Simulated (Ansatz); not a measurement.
Write a Python script for the Python package of Ansatz (0.2.0) that makes a ranking of polymorphs by energy of 2 structures of YZn. Level of theory (first run): PBEsol, PAW, cutoff 420 eV, 5×5×5 k-points, Fermi-Dirac smearing of 0.1 eV.

The script, `polymorphs_yzn.py`:
```python
"""Which structure of YZn is lowest in energy, after relaxing cells and atoms."""

import warnings

import ansatz as az
import numpy as np
import spglib
from tabulate import tabulate

config = {
    "xc": "pbesol",
    "cutoff": 420,
    "tolerance": 1e-08,
    "max_iterations": 80,
    "kspacing": 0.39,
    "filling": "fermi_dirac",
    "sigma": 0.1,
}


def compute(name, crystal):
    calc = (
        crystal.calculation()
        .functional(config["xc"])
        .basis(config["cutoff"])
        .initial_density(normalization="atom")
        .scf(tolerance=config["tolerance"], max_iterations=config["max_iterations"], self_checks="low")
        .kpoints(spacing=config["kspacing"])
        .occupations(config["filling"], width=config["sigma"])
        .stress()
        .band_table()
    )
    calc = calc.relax(force_tolerance=0.02, max_steps=40, cell=True)
    return calc.run(threads=1)


def volume_per_atom(outcome):
    return abs(np.linalg.det(outcome.lattice.cell_ang)) / len(outcome.lattice.sites)


def space_group(outcome):
    sites = outcome.report["lattice"]["sites"]
    kinds = sorted({site["symbol"] for site in sites})
    cell = (outcome.lattice.cell_ang, [site["position_frac"] for site in sites], [kinds.index(site["symbol"]) for site in sites])
    return spglib.get_spacegroup(cell, symprec=0.01)

warnings.simplefilter("ignore")

phases = {}
pm_3m = (
    az.Lattice.from_parameters(3.56, 3.56, 3.56, alpha=90.0, beta=90.0, gamma=90.0)
    .atom("Y", (0.0, 0.0, 0.0))
    .atom("Zn", (0.5, 0.5, 0.5))
)
phases["Pm-3m"] = pm_3m
fm_3m = (
    az.Lattice.of((0.0, 2.962987, 2.962987), (2.962987, 0.0, 2.962987), (2.962987, 2.962987, 0.0))
    .atom("Y", (0.0, 0.0, 0.0))
    .atom("Zn", (0.5, 0.5, 0.5))
)
phases["Fm-3m"] = fm_3m

done = {}
for name, crystal in phases.items():
    try:
        done[name] = compute(name, crystal)
    except az.NonConvergedError as error:
        print(name, "did not converge:", str(error)[:120])

energy = {name: o.report["energy_sigma0_ev"] / len(o.lattice.sites) for name, o in done.items()}
lowest = min(energy.values())
rows = [(name, len(o.lattice.sites), 1000 * (energy[name] - lowest), volume_per_atom(o), space_group(o)) for name, o in done.items()]
rows.sort(key=lambda row: row[2])
print(tabulate(rows, headers=["phase", "atoms", "dE (meV/atom)", "V (A^3/atom)", "space group"], floatfmt=".4f", tablefmt="github"))
```

Running `python polymorphs_yzn.py` prints:
```text
| phase   |   atoms |   dE (meV/atom) |   V (A^3/atom) | space group   |
|---------|---------|-----------------|----------------|---------------|
| Pm-3m   |       2 |          0.0000 |        21.8288 | Pm-3m (221)   |
| Fm-3m   |       2 |        296.7749 |        24.7849 | Fm-3m (225)   |
```

By space group at the end of each run: Pm-3m (+0 meV an atom, 21.8 Å³) and Fm-3m (+297 meV an atom, 24.8 Å³).

Notes:
- The settings weren't tested for convergence.
- The run is spin-unpolarised.
- For the metals among these phases the mesh is modest: differences between phases can be off by up to 40 meV an atom.
- The program warned that this SCF threshold is loose for forces or stresses.
- The cells come from databases of deposited and of computed structures, and not all need be stable phases.
- The ranking holds among these structures alone, at zero temperature; the ground state may be another structure. Differences under about 40 meV an atom lie within the error of mesh and functional.
- The script silences warnings, which a real study should read.
- Finished in 7.6 s on 1 thread of Arm Neoverse V1, on a shared host, peak memory 0.39 GiB.
